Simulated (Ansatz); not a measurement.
**CH6BNO2 (SMILES OBNCO): levels of theory compared**

Wanted: a comparison of 6 runs (B3LYP/6-31G*, B2PLYP/def2-SVP, B3LYP/def2-SVP, revPBE/def2-SVP, RPA@PBE/def2-SVP, MP2/def2-SVP) of CH6BNO2. 

The results are computed with Ansatz 0.2.0.

112 further runs of the same task are left out: 112 set aside as unsound or not needed.

### 1 The system as given

CH6BNO2: 11 atoms, total charge 0, spin state singlet. As SMILES, `OBNCO`. The N3–C4 distance was set to 2.134 Å, away from the relaxed value. At this shape a bond of the SMILES string is far longer than usual.

Bond lengths: O1–B2 1.362 Å, B2–N3 1.416 Å, C4–O5 1.424 Å, O1–H6 0.965 Å, B2–H7 1.197 Å, N3–H8 1.004 Å, C4–H9 1.100 Å, C4–H10 1.096 Å, O5–H11 0.962 Å. Angles: O1–B2–N3 121.8°, O1–B2–H7 118.8°, N3–B2–H7 119.3°, B2–O1–H6 111.4°, B2–N3–H8 119.6°, C4–O5–H11 108.4°, O5–C4–H9 108.7°, O5–C4–H10 110.7°, H9–C4–H10 108.2°. A long bond or contact: N3–C4 2.134 Å.

### 2 The energy at B3LYP/6-31G(d) (spherical functions) (run 1)

in.yaml

```yaml
crystal:
  periodic: [false, false, false]
  atoms:
    - {symbol: O, position_ang: [-0.307397, 2.023607, 1.215481]}
    - {symbol: B, position_ang: [-0.093097, 0.932607, 2.002181]}
    - {symbol: N, position_ang: [0.099203, -0.358193, 1.453081]}
    - {symbol: C, position_ang: [-0.074500, -0.827100, -0.621300]}
    - {symbol: O, position_ang: [0.833500, -0.016400, -1.360600]}
    - {symbol: H, position_ang: [-0.087997, 1.841007, 0.294181]}
    - {symbol: H, position_ang: [-0.077597, 1.072207, 3.191081]}
    - {symbol: H, position_ang: [0.401903, -1.109393, 2.046281]}
    - {symbol: H, position_ang: [-1.095800, -0.629000, -0.978300]}
    - {symbol: H, position_ang: [0.142100, -1.890000, -0.774600]}
    - {symbol: H, position_ang: [0.672700, -0.158500, -2.298200]}
basis:
  gaussian: {orbitals: 6-31G_st_-spherical.json}
hamiltonian: {xc: {name: B3LYP}}
accuracy: high
output: {orbitals: {seedname: orbitals}}
```

The basis set 6-31G* is read from a file made from the Basis Set Exchange's data (not shown).

On the command line:

```sh
$ ansatz run in.yaml --threads 1 --pin off --max-ram 3480MiB --events-out events.jsonl --progress --plain --runs-dir runs
```

What it wrote:

```text
Warning: RAYON_NUM_THREADS=1 ignored (pool sized by the plan → 1); use --threads N
Functional definition: B3LYP
  name "B3LYP"
  parameter a0 = 0.2
  parameter ax = 0.72
  parameter ac = 0.81
  exchange = (1 - a0 - ax)*slater_x + ax*b88_x + a0*exact_x
  correlation = (1 - ac)*vwn_rpa_c + ac*lyp_c
1964 factors; integrals over basis functions are off by at most 3.2e-9 eV
mean field evaluation 1: about -7383.1196 eV, gradient 7.3e1 eV
mean field evaluation 2: about -7359.3619 eV, gradient 1.2e2 eV
mean field evaluation 4: about -7393.3586 eV, gradient 1.2e1 eV
mean field evaluation 8: about -7393.8654 eV, gradient 1.1e0 eV
mean field evaluation 16: about -7393.8689 eV, gradient 1.7e-4 eV
mean field -7393.86890980 eV, -271.7196706908 hartree, gradient 9.4e-8 eV, S^2 0.000000; 0 other end points of the search recorded, 0 dependent functions left out
reference -7393.86894689 eV, -271.7196720537 hartree; 20, 20 occupied and 62, 62 virtual orbitals, 1964 factors
Total energy: -7393.86894689 eV, -271.7196720537 hartree
```

Wall time 8.1 s (1 thread of Arm Neoverse V1, shared host); peak memory 0.27 GiB.

### 3 The energy at B2PLYP/def2-SVP (run 2)

molecule.yaml

```yaml
crystal:
  periodic: [false, false, false]
  atoms:
    - {symbol: O, position_ang: [-0.307397, 2.023607, 1.215481]}
    - {symbol: B, position_ang: [-0.093097, 0.932607, 2.002181]}
    - {symbol: N, position_ang: [0.099203, -0.358193, 1.453081]}
    - {symbol: C, position_ang: [-0.074500, -0.827100, -0.621300]}
    - {symbol: O, position_ang: [0.833500, -0.016400, -1.360600]}
    - {symbol: H, position_ang: [-0.087997, 1.841007, 0.294181]}
    - {symbol: H, position_ang: [-0.077597, 1.072207, 3.191081]}
    - {symbol: H, position_ang: [0.401903, -1.109393, 2.046281]}
    - {symbol: H, position_ang: [-1.095800, -0.629000, -0.978300]}
    - {symbol: H, position_ang: [0.142100, -1.890000, -0.774600]}
    - {symbol: H, position_ang: [0.672700, -0.158500, -2.298200]}
basis:
  gaussian: {orbitals: def2-SVP}
hamiltonian: {xc: {name: B2PLYP}}
correlation: {frozen_orbitals: {B: 1, C: 1, H: 0, "N": 1, O: 1}}
accuracy: high
output: {orbitals: {seedname: orbitals}}
```

On the command line:

```sh
$ ansatz run molecule.yaml --threads 1 --pin off --max-ram 3480MiB --events-out events.jsonl --progress --plain --runs-dir runs
```

What it wrote:

```text
Warning: RAYON_NUM_THREADS=1 ignored (pool sized by the plan → 1); use --threads N
Functional definition: B2PLYP
  name "B2PLYP"
  parameter a = 0.53
  parameter c = 0.27
  exchange = (1 - a)*b88_x + a*exact_x
  correlation = (1 - c)*lyp_c + c*(mp2_os + mp2_ss)
2407 factors; integrals over basis functions are off by at most 3.2e-9 eV
mean field evaluation 1: about -7366.7626 eV, gradient 6.0e1 eV
mean field evaluation 2: about -7367.2620 eV, gradient 6.0e1 eV
mean field evaluation 4: about -7374.0923 eV, gradient 1.0e1 eV
mean field evaluation 8: about -7374.3662 eV, gradient 9.3e-1 eV
mean field evaluation 16: about -7374.3685 eV, gradient 5.2e-4 eV
mean field -7374.36847096 eV, -271.0030427813 hartree, gradient 6.0e-8 eV, S^2 0.000000; 0 other end points of the search recorded, 0 dependent functions left out
5 core orbitals not correlated: weight in the atoms' cores, before any rotation towards them, 1.000 or more for the frozen orbitals, at most 0.000 for the correlated occupied ones
reference -7374.36849756 eV, -271.0030437588 hartree; 15, 15 occupied and 80, 80 virtual orbitals, 2407 factors
second order -26.15230079 eV of doubles, -0.00000000 eV of singles
Total energy: -7381.42961877 eV, -271.2625351771 hartree
```

Wall time 16 s (1 thread of Arm Neoverse V1, shared host); peak memory 0.35 GiB.

Run 3 isn't shown in full; the table further down has it.

### 4 A single-point energy at revPBE/def2-SVP (run 4)

run.yaml

```yaml
crystal:
  periodic: [false, false, false]
  atoms:
    - {symbol: O, position_ang: [-0.307397, 2.023607, 1.215481]}
    - {symbol: B, position_ang: [-0.093097, 0.932607, 2.002181]}
    - {symbol: "N", position_ang: [0.099203, -0.358193, 1.453081]}
    - {symbol: C, position_ang: [-0.074500, -0.827100, -0.621300]}
    - {symbol: O, position_ang: [0.833500, -0.016400, -1.360600]}
    - {symbol: H, position_ang: [-0.087997, 1.841007, 0.294181]}
    - {symbol: H, position_ang: [-0.077597, 1.072207, 3.191081]}
    - {symbol: H, position_ang: [0.401903, -1.109393, 2.046281]}
    - {symbol: H, position_ang: [-1.095800, -0.629000, -0.978300]}
    - {symbol: H, position_ang: [0.142100, -1.890000, -0.774600]}
    - {symbol: H, position_ang: [0.672700, -0.158500, -2.298200]}
basis:
  gaussian:
    orbitals: def2-SVP
hamiltonian:
  xc: {name: revPBE}
accuracy: high
output: {orbitals: {seedname: orbitals}}
```

On the command line:

```sh
$ ansatz run run.yaml --threads 1 --pin off --max-ram 3480MiB --events-out events.jsonl --progress --plain --runs-dir runs
```

What it wrote:

```text
Warning: RAYON_NUM_THREADS=1 ignored (pool sized by the plan → 1); use --threads N
Functional definition: revPBE
  name "revPBE"
  parameter kappa = 1.245
  parameter beta = 0.06672455060314922
  exchange = pbe_x(kappa = kappa, mu = beta*pi^2/3)
  correlation = pbe_c(beta = beta)
2407 factors; integrals over basis functions are off by at most 3.2e-9 eV
mean field evaluation 1: about -7374.4855 eV, gradient 7.7e1 eV
mean field evaluation 2: about -7285.5782 eV, gradient 1.6e2 eV
mean field evaluation 4: about -7385.9173 eV, gradient 1.8e1 eV
mean field evaluation 8: about -7386.5749 eV, gradient 5.2e-1 eV
mean field evaluation 16: about -7386.5678 eV, gradient 5.5e-5 eV
mean field -7386.56783937 eV, -271.4513613014 hartree, gradient 6.4e-8 eV, S^2 0.000000; 0 other end points of the search recorded, 0 dependent functions left out
reference -7386.56784389 eV, -271.4513614676 hartree; 20, 20 occupied and 80, 80 virtual orbitals, 2407 factors
Total energy: -7386.56784389 eV, -271.4513614676 hartree
```

It took 7.8 s on 1 thread of Arm Neoverse V1, shared host; peak memory 0.28 GiB.

Run 5 isn't shown in full; the table further down has it.

### 5 A single-point energy at MP2/def2-SVP (run 6)

job.yaml

```yaml
crystal:
  periodic: [false, false, false]
  atoms:
    - {symbol: O, position_ang: [-0.307397, 2.023607, 1.215481]}
    - {symbol: B, position_ang: [-0.093097, 0.932607, 2.002181]}
    - {symbol: "N", position_ang: [0.099203, -0.358193, 1.453081]}
    - {symbol: C, position_ang: [-0.074500, -0.827100, -0.621300]}
    - {symbol: O, position_ang: [0.833500, -0.016400, -1.360600]}
    - {symbol: H, position_ang: [-0.087997, 1.841007, 0.294181]}
    - {symbol: H, position_ang: [-0.077597, 1.072207, 3.191081]}
    - {symbol: H, position_ang: [0.401903, -1.109393, 2.046281]}
    - {symbol: H, position_ang: [-1.095800, -0.629000, -0.978300]}
    - {symbol: H, position_ang: [0.142100, -1.890000, -0.774600]}
    - {symbol: H, position_ang: [0.672700, -0.158500, -2.298200]}
basis:
  gaussian:
    orbitals: def2-SVP
correlation:
  method: mp2
  frozen_orbitals: {B: 1, C: 1, H: 0, "N": 1, O: 1}
accuracy: high
```

On the command line:

```sh
$ ansatz run job.yaml --threads 1 --pin off --max-ram 3480MiB --events-out events.jsonl --progress --plain --runs-dir runs
```

What it wrote:

```text
Warning: RAYON_NUM_THREADS=1 ignored (pool sized by the plan → 1); use --threads N
Functional definition: HF
  name "HF"
  exchange = exact_x
  correlation = 0
2407 factors; integrals over basis functions are off by at most 3.2e-9 eV
mean field evaluation 1: about -7340.6764 eV, gradient 4.8e1 eV
mean field evaluation 2: about -7340.7933 eV, gradient 4.8e1 eV
mean field evaluation 4: about -7346.0204 eV, gradient 4.4e0 eV
mean field evaluation 8: about -7346.1075 eV, gradient 4.4e-1 eV
mean field -7346.10906202 eV, -269.9645286578 hartree, gradient 7.1e-8 eV, S^2 0.000000; 0 other end points of the search recorded, 0 dependent functions left out; unrestricted orbitals would lower it
mean field evaluation 16: about -7346.0452 eV, gradient 4.4e0 eV
5 core orbitals not correlated: weight in the atoms' cores, before any rotation towards them, 1.000 or more for the frozen orbitals, at most 0.000 for the correlated occupied ones
reference -7346.10906202 eV, -269.9645286578 hartree; 15, 15 occupied and 80, 80 virtual orbitals, 2407 factors
second order -21.21545801 eV of doubles, -0.00000000 eV of singles
Total energy: -7367.32452004 eV, -270.7441823595 hartree
```

Run time: 4.5 s. Hardware: 1 thread of Arm Neoverse V1, shared host; peak memory 0.3 GiB.

### 6 All runs side by side

| run | level | frozen core orbitals | energy (Eh) | HOMO energy (eV) | LUMO energy (eV) | HOMO–LUMO gap (eV) | wall time |
| --- | --- | --- | --- | --- | --- | --- | --- |
| 1 | B3LYP/6-31G* (spherical functions) | – | -271.719672 | -6.50 | -1.83 | 4.67 | 8.1 s |
| 2 | B2PLYP/def2-SVP | 5 | -271.262535 | -8.31 | -0.12 | 8.19 | 16 s |
| 3 | B3LYP/def2-SVP | – | -271.536408 | -6.67 | -1.95 | 4.72 | 9.9 s |
| 4 | revPBE/def2-SVP | – | -271.451361 | -5.41 | -2.70 | 2.71 | 7.8 s |
| 5 | RPA@PBE/def2-SVP | 5 | -271.145569 | – | – | – | 17 s |
| 6 | MP2/def2-SVP | 5 | -270.744182 | – | – | – | 4.5 s |

### 7 What came out

| quantity | value |
| --- | --- |
| run 6: total energy | -270.74418 Eh |
| run 6: correlation energy (5 core orbitals frozen) | -779.7 mEh |

In words: Over runs 1, 2, 3, 4 the HOMO–LUMO gap runs from 2.71 eV (revPBE/def2-SVP) to 8.19 eV (B2PLYP/def2-SVP). A double hybrid's value is that of its SCF part. Totals of different functionals can't be ranked against each other. In run 6 the log says that unrestricted orbitals would lower the reference, so the values rest on an unstable closed-shell determinant (other closed-shell runs at this shape may share the fault). All runs together took 63 s, the longest 17 s.
